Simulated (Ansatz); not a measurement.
# C2H3F2I: one species, many methods

An exercise on one series of results from a longer session: the logs are not shown, and one member is left open.

Computed with Ansatz 0.2.0, Gaussian basis. Level: functionals in def2-TZVPP, the program's frozen cores in correlated methods.

The runs, in order: LDA (SPW92), PBE-D4, revPBE-D4, BLYP-D4, r2SCAN-D4, B97M-V, PBE0-D4, B3LYP-D4, r2SCANh-D4, r2SCAN0-D4, HSE06-D4, BHLYP-D4, CAM-B3LYP-D4, LC-ωPBE, ωB97X-V, ωB97M-V, B2PLYP, PBE-QIDH; CCSD(T)/def2-SVP; CCSD(T)/def2-TZVPP; MP2/def2-QZVPP; extrapolation to the limit; RPA on PBE.

## Structure used throughout

An earlier PBE0-D4 in a triple-zeta def2 set relaxation fixed the geometry. I takes the def2 core potential; no spin-orbit term is included.

SMILES `FCC(F)I`, 8 atoms, charge 0, spin multiplicity 1.

Atoms are counted from 1 here; the program's logs count them from 0.

Bond lengths: F1–C2 1.378 Å, C2–C3 1.503 Å, C2–H6 1.092 Å, C2–H7 1.093 Å, C3–F4 1.354 Å, C3–I5 2.154 Å, C3–H8 1.090 Å. Angles: F1–C2–C3 108.9°, F1–C2–H6 108.8°, F1–C2–H7 108.8°, C3–C2–H6 110.0°, C3–C2–H7 110.2°, H6–C2–H7 110.1°, C2–C3–F4 110.8°, C2–C3–I5 108.3°, C2–C3–H8 112.7°, F4–C3–I5 109.8°, F4–C3–H8 109.0°, I5–C3–H8 106.0°.

As a file:

```csv
atom,x (Å),y (Å),z (Å)
F1,0.0187,-1.0909,1.5084
C2,0.3725,-0.0247,0.7108
C3,-0.3900,-0.1102,-0.5815
F4,-0.0117,-1.1986,-1.2928
I5,0.0009,1.6770,-1.7180
H6,0.1234,0.9028,1.2309
H7,1.4475,-0.0707,0.5188
H8,-1.4693,-0.1418,-0.4323
```

The first run:

The input, in.yaml:

```yaml
crystal:
  periodic: [false, false, false]
  atoms:
    - {symbol: F, position_ang: [0.018684, -1.090857, 1.508399]}
    - {symbol: C, position_ang: [0.372550, -0.024695, 0.710752]}
    - {symbol: C, position_ang: [-0.389969, -0.110192, -0.581468]}
    - {symbol: F, position_ang: [-0.011658, -1.198641, -1.292759]}
    - {symbol: I, position_ang: [0.000927, 1.677000, -1.718025]}
    - {symbol: H, position_ang: [0.123434, 0.902774, 1.230926]}
    - {symbol: H, position_ang: [1.447507, -0.070658, 0.518796]}
    - {symbol: H, position_ang: [-1.469275, -0.141832, -0.432322]}
basis:
  gaussian: {orbitals: def2-TZVPP}
hamiltonian: {xc: lda}
output: {orbitals: {seedname: orbitals}}
```

Command:

```console
$ ansatz run in.yaml --threads 4 --pin off --events-out ev --progress --plain --max-ram 10444MiB
```

Steps of the session up to this table: LDA; PBE-D4 (GGA); revPBE-D4 (GGA); BLYP-D4 (GGA); r2SCAN-D4 (meta-GGA); B97M-V (meta-GGA); B3LYP-D4 (hybrid); r2SCANh-D4 (hybrid); r2SCAN0-D4 (hybrid); HSE06-D4 (hybrid); BHLYP-D4 (hybrid); CAM-B3LYP-D4 (range-separated); LC-ωPBE (range-separated); ωB97X-V (range-separated); ωB97M-V (range-separated); B2PLYP (double hybrid); PBE-QIDH (double hybrid).

One of the session's tables, all rows but one given; the rest of the session is left out.

It belongs to the step «Orbital energies across the functionals». 

```
  functional  HOMO (eV)  gap (eV)
 LDA (SPW92)      -6.85      4.36
      PBE-D4      -6.67      4.41
   revPBE-D4      -6.60      4.44
     BLYP-D4      -6.51      4.34
   r2SCAN-D4      -6.97      4.89
      B97M-V          ?         ?
     PBE0-D4      -7.87      6.51
    B3LYP-D4      -7.63      6.01
  r2SCANh-D4      -7.40      5.66
  r2SCAN0-D4      -8.06      6.81
    HSE06-D4      -7.47      5.74
    BHLYP-D4      -8.90      8.50
CAM-B3LYP-D4      -9.18      8.86
     LC-ωPBE     -10.54     11.41
     ωB97X-V     -10.18     10.96
     ωB97M-V     -10.05     10.70
```

**Question.** Estimate the row for B97M-V.

The run gave: HOMO (eV): -6.99; gap (eV): 4.98. In the column «HOMO (eV)» it lies between r2SCANh-D4 (-7.40) and r2SCAN-D4 (-6.97).
